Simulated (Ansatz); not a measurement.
# HOTi: the cost of one run

The runs use Ansatz 0.2.0, Gaussian basis; def2-QZVPP, core rule «outside noble gas», up to 10 orbitals frozen.

The runs, in order: UHF; ROHF; CCSD(T) on UHF.

## (1) The system

The geometry is a PBE0/def2-TZVP stationary point (not a proven minimum) of the parent state, kept for this charge and spin.

3 atoms, charge 1, spin multiplicity 5.

Atoms are counted from 1 here; the program's logs count them from 0.

Bond lengths: Ti1–O2 1.702 Å, Ti1–H3 1.852 Å. Angles: O2–Ti1–H3 180.0°.

## (2) UHF

The input, in.yaml:

```yaml
crystal:
  periodic: [false, false, false]
  atoms:
    - {symbol: Ti, position_ang: [0.000000, 0.000000, -0.050233]}
    - {symbol: O, position_ang: [0.000000, 0.000000, -1.751733]}
    - {symbol: H, position_ang: [0.000000, 0.000000, 1.801967]}
basis:
  gaussian: {orbitals: "def2-QZVPP.json"}
total_charge: 1
magnetization: {spin_polarized: true, initial_magnetization: 4}
hamiltonian: {xc: hf}
output: {orbitals: {seedname: orbitals}}
```

Command:

```console
$ ansatz run in.yaml --threads 1 --pin off --events-out ev --progress --plain --max-ram 4096MiB --backend cpu
```

Q: Estimate wall time and peak memory on 1 thread of AMD EPYC 7R13, shared host.

About 1.7 min, with a peak of 0.49 GiB.
